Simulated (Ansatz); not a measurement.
# Ti3Cd: the cost of one run

All numbers are computed with Ansatz 0.2.0, driven from Python. Level of theory: DFT r2SCAN, plane waves, PAW.

## Step 1: Starting point

The structure is cubic, space group Pm-3m (No. 221). The conventional cell has a = 4.151 Å, b = 4.151 Å, c = 4.151 Å, α = 90.00°, β = 90.00°, γ = 90.00°. Ti (site symmetry 4/mmm) has 8 Ti at 2.94 Å and 4 Cd at 2.94 Å in its first shell of neighbours. Cd (site symmetry m-3m) has 12 Ti at 2.94 Å in its first shell of neighbours.

No structure file is read: the coordinates are typed or built in the script.

## Step 2: Script

run_strain.py reads:

```python
"""Energy of Ti3Cd under biaxial strain, ions carried with the cell."""

import ansatz as az
import matplotlib.pyplot as plt
import numpy as np

VECTORS = np.array([
    [4.151009, 0.0, 0.0],
    [0.0, 4.151009, 0.0],
    [0.0, 0.0, 4.151009],
])
SITES = [
    ("Ti", (0.0, 0.5, 0.5)),
    ("Ti", (0.5, 0.0, 0.5)),
    ("Ti", (0.5, 0.5, 0.0)),
    ("Cd", (0.0, 0.0, 0.0)),
]


def crystal_on(cell):
    crystal = az.Crystal(lattice=az.Lattice.of(cell))
    for symbol, position in SITES:
        crystal = crystal.atom(symbol, position)
    return crystal

# clamped ions: the fractional positions stay as typed
values = np.linspace(-0.01, 0.01, 7)
energies = []
for d in values:
    strain = np.diag([d, d, 0])
    cell = VECTORS @ (np.eye(3) + strain)
    model = crystal_on(cell).calculation()
    model = model.functional("r2scan")
    model = model.occupations("cold", width=0.1)
    model = model.basis(520)
    model = model.kpoints(8, 8, 8)
    model = model.stress()
    data = model.run().report
    energies.append(data["free_energy_ev"] / len(SITES))
    s = data["stress_gpa"]
    print(f"d = {d:+.4f}  stress xx yy zz xy (GPa, compression positive): {s[0][0]:8.3f} {s[1][1]:8.3f} {s[2][2]:8.3f} {s[0][1]:8.3f}")
energies = np.array(energies)

for value, e in zip(values, energies):
    print(f"strain {value:7.3f}   E - Emin = {1000 * (e - energies.min()):9.3f} meV/atom")
plt.figure(figsize=(4.5, 3))
plt.plot(values, 1000 * (energies - energies.min()), "o-")
plt.xlabel("strain")
plt.ylabel("meV/atom")
plt.tight_layout()
plt.savefig("strain.png", dpi=100)
curvature = 2 * np.polyfit(values, energies, 3)[1]
volume = abs(np.linalg.det(VECTORS)) / len(SITES)
print(f"d2E/dd2 over the volume: {curvature / volume * 160.21766:.1f} GPa")
```

## Step 3: Launch

On the command line:

```bash
$ python run_strain.py
```

**Question.** How long does this script take on 1 thread of AMD EPYC 9R45 (Zen 5), shared host, and how much memory does it need?

About 38 s, with a peak of 0.75 GiB.
